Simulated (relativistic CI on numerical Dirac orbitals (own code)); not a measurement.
# B: one ion under different settings

How much do the settings matter for B? One ion, several inputs.

Program: relativistic CI on numerical Dirac orbitals (own code) version 3. Level of theory: Dirac-Coulomb-Breit CI, KLI orbitals optimised for each configuration, model QED (radiative potential, 1s self-energy scaled to tabulated hydrogen-like ionisation energies), numerical settings as typed. These are calculated values, not measurements, unless marked.

## Step 1: Starting point

| Item | Value |
| --- | --- |
| ion | B (B I) |
| nuclear charge | 5 |
| electrons | 5 |
| isotope | A = 11 |

## Step 2: Usual settings

Input settings:

```ini
atom B  Z=5  charge=0  electrons=5
nucleus A=11  rms_radius_fm=2.4060
hamiltonian dirac-coulomb  breit=on  qed=on  c_scale=1
orbitals kli  potential=per-configuration
slater_scale 1
correlation none
mixing on
grid step=0.0125 r_max=62.6
scf mixing=0.4 start=green max_iterations=150 tolerance=2e-08 node_fill=0.05
configurations
  [He] 2s2 2p
  [He] 2s 2p2
end
```

On the command line:

```console
$ python run_levels.py task.json out
```

One command runs all members of the session, one after another, from task.json.

From the run's result record (rounded, not every field):

```text
{
  "status": "converged",
  "levels [i, E_cm, J2, conf, term, w_term, w_jj]": [
    [0, 0, 1, "2s2 2p", "2P*", 1, 1],
    [1, 14.603984, 3, "2s2 2p", "2P*", 1, 1],
    [2, 17917.955, 1, "2s 2p2", "4P", 1, 0.4447],
    [3, 17923.732, 3, "2s 2p2", "4P", 1, 0.8889],
    [4, 17930.197, 5, "2s 2p2", "4P", 1, 0.6664],
    [5, 47705.714, 3, "2s 2p2", "2D", 1, 0.6668],
    [6, 47706.567, 5, "2s 2p2", "2D", 1, 0.6664],
    [7, 62517.56, 1, "2s 2p2", "2S", 1, 0.6666],
    [8, 77647.492, 1, "2s 2p2", "2P", 1, 0.6667],
    [9, 77655.688, 3, "2s 2p2", "2P", 1, 0.5558]
  ],
  "total_energy [Ha]": -24.532811589,
  "n_levels_all": 10,
  "overlap": 4.29542e-14,
  "scf_iterations": [9, 9],
  "orbital_energies [Ha]": {"1s": -6.92067, "2s": -0.520463, "2p1/2": -0.304045, "2p3/2": -0.303925},
  "configurations [conf, odd, states, E_av_Ha, breit_Ha, qed_Ha]": [
    ["2s2 2p", 1, 6, -24.53509665, 0.00149, 0.0008392],
    ["2s 2p2", 0, 30, -24.34021353, 0.00147, 0.0008205]
  ],
  "scf_steps of the first configuration [iteration, E_Ha, residual, outer_eigenvalue_Ha]": [
    [1, -24.52372427, 0.124, -0.2591],
    [2, -24.53196676, 0.0597, -0.2728],
    [3, -24.53496198, 0.00552, -0.2963],
    [4, -24.53510084, 0.00193, -0.3037],
    [5, -24.53510012, 0.000364, -0.304],
    [6, -24.53509673, 1.51e-05, -0.3039],
    [7, -24.53509662, 2.89e-06, -0.3039],
    [8, -24.53509665, 5.75e-08, -0.3039],
    [9, -24.53509665, 7.86e-09, -0.3039]
  ]
}
```

Run time: 0.051 s. Hardware: 1 thread of Neoverse-V2, shared host.

## Step 3: Slater scale 1.2

Changes to the settings of step 2:

```diff
@@ -4,3 +4,3 @@
 orbitals kli  potential=per-configuration
-slater_scale 1
+slater_scale 1.2
 correlation none
```

Results of the run:

```text
{
  "status": "converged",
  "levels [i, E_cm, J2, conf, term, w_term]": [
    [0, 0, 1, "2s2 2p", "2P*", 1],
    [1, 14.603984, 3, "2s2 2p", "2P*", 1],
    [2, 12948.581, 1, "2s 2p2", "4P", 1],
    [3, 12954.649, 3, "2s 2p2", "4P", 1],
    [4, 12961.601, 5, "2s 2p2", "4P", 1],
    [5, 48692.54, 3, "2s 2p2", "2D", 1],
    [6, 48693.989, 5, "2s 2p2", "2D", 1],
    [7, 66466.293, 1, "2s 2p2", "2S", 1],
    "... 2 more rows left out ..."
  ],
  "total_energy [Ha]": -24.532811589,
  "n_levels_all": 10,
  "overlap": 4.29542e-14,
  "scf_iterations": [9, 9],
  "orbital_energies [Ha]": {"1s": -6.92067, "2s": -0.520463, "2p1/2": -0.304045, "2p3/2": -0.303925},
  "configurations [conf, odd, states, E_av_Ha, breit_Ha, qed_Ha]": [
    ["2s2 2p", 1, 6, -24.53509665, 0.00149, 0.0008392],
    ["2s 2p2", 0, 30, -24.34021353, 0.00147, 0.0008205]
  ],
  "scf_steps of the first configuration [iteration, E_Ha, residual, outer_eigenvalue_Ha]": [
    [1, -24.52372427, 0.124, -0.2591],
    [2, -24.53196676, 0.0597, -0.2728],
    [3, -24.53496198, 0.00552, -0.2963],
    [4, -24.53510084, 0.00193, -0.3037],
    [5, -24.53510012, 0.000364, -0.304],
    [6, -24.53509673, 1.51e-05, -0.3039],
    [7, -24.53509662, 2.89e-06, -0.3039],
    [8, -24.53509665, 5.75e-08, -0.3039],
    [9, -24.53509665, 7.86e-09, -0.3039]
  ]
}
```

It took 0.048 s on 1 thread of Neoverse-V2, shared host.

## Step 4: Breit term off

Changes to the settings of step 3:

```diff
@@ -2,5 +2,5 @@
 nucleus A=11  rms_radius_fm=2.4060
-hamiltonian dirac-coulomb  breit=on  qed=on  c_scale=1
+hamiltonian dirac-coulomb  breit=off  qed=on  c_scale=1
 orbitals kli  potential=per-configuration
-slater_scale 1.2
+slater_scale 1
 correlation none
```

Results of the run:

```text
{
  "status": "converged",
  "levels [i, E_cm, J2, conf, term, w_term]": [
    [0, 0, 1, "2s2 2p", "2P*", 1],
    [1, 20.034663, 3, "2s2 2p", "2P*", 1],
    [2, 17922.258, 1, "2s 2p2", "4P", 1],
    [3, 17929.653, 3, "2s 2p2", "4P", 1],
    [4, 17941.977, 5, "2s 2p2", "4P", 1],
    [5, 47713.151, 3, "2s 2p2", "2D", 1],
    [6, 47716.136, 5, "2s 2p2", "2D", 1],
    [7, 62522.691, 1, "2s 2p2", "2S", 1],
    "... 2 more rows left out ..."
  ],
  "total_energy [Ha]": -24.534318334,
  "n_levels_all": 10,
  "overlap": 4.29542e-14,
  "scf_iterations": [9, 9],
  "orbital_energies [Ha]": {"1s": -6.92067, "2s": -0.520463, "2p1/2": -0.304045, "2p3/2": -0.303925},
  "configurations [conf, odd, states, E_av_Ha, breit_Ha, qed_Ha]": [
    ["2s2 2p", 1, 6, -24.53509665, 0, 0.0008392],
    ["2s 2p2", 0, 30, -24.34021353, 0, 0.0008205]
  ],
  "scf_steps of the first configuration [iteration, E_Ha, residual, outer_eigenvalue_Ha]": [
    [1, -24.52372427, 0.124, -0.2591],
    [2, -24.53196676, 0.0597, -0.2728],
    [3, -24.53496198, 0.00552, -0.2963],
    [4, -24.53510084, 0.00193, -0.3037],
    [5, -24.53510012, 0.000364, -0.304],
    [6, -24.53509673, 1.51e-05, -0.3039],
    [7, -24.53509662, 2.89e-06, -0.3039],
    [8, -24.53509665, 5.75e-08, -0.3039],
    [9, -24.53509665, 7.86e-09, -0.3039]
  ]
}
```

It took 0.048 s on 1 thread of Neoverse-V2, shared host.

## Step 5: Grid step 0.006

Input settings:

```ini
atom B  Z=5  charge=0  electrons=5
nucleus A=11  rms_radius_fm=2.4060
hamiltonian dirac-coulomb  breit=on  qed=on  c_scale=1
orbitals kli  potential=per-configuration
slater_scale 1
correlation none
mixing on
grid step=0.006 r_max=62.6
scf mixing=0.4 start=green max_iterations=150 tolerance=2e-08 node_fill=0.05
configurations
  [He] 2s2 2p
  [He] 2s 2p2
end
```

Results of the run:

```text
{
  "status": "converged",
  "levels [i, E_cm, J2, conf, term, w_term]": [
    [0, 0, 1, "2s2 2p", "2P*", 1],
    [1, 14.603985, 3, "2s2 2p", "2P*", 1],
    [2, 17917.956, 1, "2s 2p2", "4P", 1],
    [3, 17923.733, 3, "2s 2p2", "4P", 1],
    [4, 17930.198, 5, "2s 2p2", "4P", 1],
    [5, 47705.717, 3, "2s 2p2", "2D", 1],
    [6, 47706.569, 5, "2s 2p2", "2D", 1],
    [7, 62517.563, 1, "2s 2p2", "2S", 1],
    "... 2 more rows left out ..."
  ],
  "total_energy [Ha]": -24.5328126,
  "n_levels_all": 10,
  "overlap": 2.009e-15,
  "scf_iterations": [9, 9],
  "orbital_energies [Ha]": {"1s": -6.92067, "2s": -0.520463, "2p1/2": -0.304045, "2p3/2": -0.303925},
  "configurations [conf, odd, states, E_av_Ha, breit_Ha, qed_Ha]": [
    ["2s2 2p", 1, 6, -24.53509766, 0.00149, 0.0008392],
    ["2s 2p2", 0, 30, -24.34021453, 0.00147, 0.0008205]
  ],
  "scf_steps of the first configuration [iteration, E_Ha, residual, outer_eigenvalue_Ha]": [
    [1, -24.52372527, 0.124, -0.2591],
    [2, -24.53196777, 0.0597, -0.2728],
    [3, -24.53496299, 0.00552, -0.2963],
    [4, -24.53510185, 0.00193, -0.3037],
    [5, -24.53510113, 0.000364, -0.304],
    [6, -24.53509774, 1.52e-05, -0.3039],
    [7, -24.53509763, 2.87e-06, -0.3039],
    [8, -24.53509766, 6.48e-08, -0.3039],
    [9, -24.53509766, 8.26e-09, -0.3039]
  ]
}
```

Run time: 0.087 s. Hardware: 1 thread of Neoverse-V2, shared host.

## Step 6: End of the grid 31.3

Changes to the settings of step 5:

```diff
@@ -7,3 +7,3 @@
 mixing on
-grid step=0.006 r_max=62.6
+grid step=0.0125 r_max=31.3
 scf mixing=0.4 start=green max_iterations=150 tolerance=2e-08 node_fill=0.05
```

Results of the run:

```text
{
  "status": "converged",
  "levels [i, E_cm, J2, conf, term, w_term]": [
    [0, 0, 1, "2s2 2p", "2P*", 1],
    [1, 14.603984, 3, "2s2 2p", "2P*", 1],
    [2, 17917.955, 1, "2s 2p2", "4P", 1],
    [3, 17923.732, 3, "2s 2p2", "4P", 1],
    [4, 17930.197, 5, "2s 2p2", "4P", 1],
    [5, 47705.714, 3, "2s 2p2", "2D", 1],
    [6, 47706.567, 5, "2s 2p2", "2D", 1],
    [7, 62517.56, 1, "2s 2p2", "2S", 1],
    "... 2 more rows left out ..."
  ],
  "total_energy [Ha]": -24.532811589,
  "n_levels_all": 10,
  "overlap": 4.34351e-14,
  "scf_iterations": [9, 9],
  "orbital_energies [Ha]": {"1s": -6.92067, "2s": -0.520463, "2p1/2": -0.304045, "2p3/2": -0.303925},
  "configurations [conf, odd, states, E_av_Ha, breit_Ha, qed_Ha]": [
    ["2s2 2p", 1, 6, -24.53509665, 0.00149, 0.0008392],
    ["2s 2p2", 0, 30, -24.34021353, 0.00147, 0.0008205]
  ],
  "scf_steps of the first configuration [iteration, E_Ha, residual, outer_eigenvalue_Ha]": [
    [1, -24.52372427, 0.124, -0.2591],
    [2, -24.53196676, 0.0597, -0.2728],
    [3, -24.53496198, 0.00552, -0.2963],
    [4, -24.53510084, 0.00193, -0.3037],
    [5, -24.53510012, 0.000364, -0.304],
    [6, -24.53509673, 1.53e-05, -0.3039],
    [7, -24.53509662, 2.9e-06, -0.3039],
    [8, -24.53509665, 5.37e-08, -0.3039],
    [9, -24.53509665, 7.51e-09, -0.3039]
  ]
}
```

Wall time 0.041 s (1 thread of Neoverse-V2, shared host).

## Step 7: Potential mixing 1.3

Changes to the settings of step 6:

```diff
@@ -7,4 +7,4 @@
 mixing on
-grid step=0.0125 r_max=31.3
-scf mixing=0.4 start=green max_iterations=150 tolerance=2e-08 node_fill=0.05
+grid step=0.0125 r_max=62.6
+scf mixing=1.3 start=green max_iterations=89 tolerance=2e-08 node_fill=0.05
 configurations
```

Results of the run:

```text
{
  "status": "converged",
  "levels [i, E_cm, J2, conf, term, w_term]": [
    [0, 0, 1, "2s2 2p", "2P*", 1],
    [1, 14.603985, 3, "2s2 2p", "2P*", 1],
    [2, 17917.955, 1, "2s 2p2", "4P", 1],
    [3, 17923.732, 3, "2s 2p2", "4P", 1],
    [4, 17930.197, 5, "2s 2p2", "4P", 1],
    [5, 47705.714, 3, "2s 2p2", "2D", 1],
    [6, 47706.567, 5, "2s 2p2", "2D", 1],
    [7, 62517.56, 1, "2s 2p2", "2S", 1],
    "... 2 more rows left out ..."
  ],
  "total_energy [Ha]": -24.532811589,
  "n_levels_all": 10,
  "overlap": 4.29802e-14,
  "scf_iterations": [8, 8],
  "orbital_energies [Ha]": {"1s": -6.92067, "2s": -0.520463, "2p1/2": -0.304045, "2p3/2": -0.303925},
  "configurations [conf, odd, states, E_av_Ha, breit_Ha, qed_Ha]": [
    ["2s2 2p", 1, 6, -24.53509665, 0.00149, 0.0008392],
    ["2s 2p2", 0, 30, -24.34021353, 0.00147, 0.0008205]
  ],
  "scf_steps of the first configuration [iteration, E_Ha, residual, outer_eigenvalue_Ha]": [
    [1, -24.52372427, 0.124, -0.2591],
    [2, -24.53121135, 0.0854, -0.3077],
    [3, -24.53503891, 0.0101, -0.3115],
    [4, -24.53508002, 0.000544, -0.3036],
    [5, -24.53509628, 4.74e-05, -0.3039],
    [6, -24.53509658, 5.04e-06, -0.3039],
    [7, -24.53509665, 3.87e-08, -0.3039],
    [8, -24.53509665, 8.14e-09, -0.3039]
  ]
}
```

It took 0.042 s on 1 thread of Neoverse-V2, shared host.

The value lies outside the usual range, yet the result is unchanged in this case.

## Step 8: Comparison

| setting | total energy less usual (Ha) | largest shift of a level among the lowest eight of both runs, same label and place (cm⁻¹) | SCF iterations | time | lowest level | kind of change |
| --- | --- | --- | --- | --- | --- | --- |
| usual | 0 | 0 | 18 | 0.051 s | 2p 2P°1/2 | - |
| Slater scale 1.2 | 0 | 4970 | 18 | 0.048 s | 2p 2P°1/2 | model term |
| Breit term off | -0.00151 | 11.8 | 18 | 0.048 s | 2p 2P°1/2 | model term |
| grid step 0.006 | -1.01e-06 | 0 | 18 | 0.087 s | 2p 2P°1/2 | numerical |
| end of the grid 31.3 | 0 | 0 | 18 | 0.041 s | 2p 2P°1/2 | numerical |
| potential mixing 1.3 | 0 | 0 | 16 | 0.042 s | 2p 2P°1/2 | extreme, harmless here |

## Step 9: What came out

| quantity | value |
| --- | --- |
| lowest level, usual settings | 2p 2P°1/2 |
| total energy | -24.5328 Ha |
| first excitation | 14.6 cm⁻¹ |

What this shows: Among the runs whose levels can be followed, they move most under «Slater scale 1.2» (model term), by up to 4970 cm⁻¹. No visible change in the result comes from «grid step 0.006» or «end of the grid 31.3» or «potential mixing 1.3». Only the listed configurations are in the model. Near neutrality, missing correlation can shift configurations against each other by thousands of cm⁻¹.
